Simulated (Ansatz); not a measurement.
# BClH2O2: small, medium and large basis sets

One table from this session's results is given with a row withheld; the runs are named, their logs left out.

The runs use Ansatz 0.2.0, Gaussian basis; one geometry, several basis sets.

The runs, in order: PBE0-D4/def2-SVP; ωB97M-V/def2-SVP; PBE0-D4/def2-QZVPP; ωB97M-V/def2-QZVPP; the functionals' def2-TZVPP values are taken from earlier runs.

## The relaxed structure

An earlier PBE0-D4 in a triple-zeta def2 set relaxation fixed the geometry.

SMILES `OB(O)Cl`, 6 atoms, charge 0, spin multiplicity 1.

Atoms are counted from 1 here; the program's logs count them from 0.

Bond lengths: O1–B2 1.357 Å, O1–H5 0.960 Å, B2–O3 1.349 Å, B2–Cl4 1.771 Å, O3–H6 0.962 Å. Angles: B2–O1–H5 113.5°, O1–B2–O3 121.0°, O1–B2–Cl4 120.9°, O3–B2–Cl4 118.0°, B2–O3–H6 112.0°.

The first run:

in.yaml reads:

```yaml
crystal:
  periodic: [false, false, false]
  atoms:
    - {symbol: O, position_ang: [0.157763, 1.025353, -0.442076]}
    - {symbol: B, position_ang: [-0.128038, -0.227550, -0.007300]}
    - {symbol: O, position_ang: [0.609247, -0.813859, 0.958057]}
    - {symbol: Cl, position_ang: [-1.481443, -1.141367, -0.691707]}
    - {symbol: H, position_ang: [-0.434413, 1.336483, -1.130037]}
    - {symbol: H, position_ang: [1.318984, -0.242961, 1.266962]}
basis:
  gaussian: {orbitals: def2-SVP}
hamiltonian: {xc: pbe0, dispersion: d4}
output: {orbitals: {seedname: orbitals}}
```

Among the steps run: PBE0-D4 in def2-SVP; ωB97M-V in def2-SVP; PBE0-D4 in def2-QZVPP; ωB97M-V in def2-QZVPP.

One of the session's tables, all rows but one given; the rest of the session is left out.

It belongs to the step «Density functionals: the series». 

| functional | basis | HOMO (eV) | LUMO (eV) |
| --- | --- | --- | --- |
| PBE0-D4 | def2-SVP | -8.88 | 1.44 |
| PBE0-D4 | def2-TZVPP | -9.14 | 0.53 |
| PBE0-D4 | def2-QZVPP | -9.18 | 0.29 |
| ωB97M-V | def2-SVP | -11.15 | 3.11 |
| ωB97M-V | def2-TZVPP | ? | ? |
| ωB97M-V | def2-QZVPP | -11.52 | 1.53 |

Q: Estimate the row for ωB97M-V, def2-TZVPP from the others.

**Answer.** HOMO (eV): -11.46; LUMO (eV): 1.91. In the column «HOMO (eV)» it lies between ωB97M-V, def2-QZVPP (-11.52) and ωB97M-V, def2-SVP (-11.15).
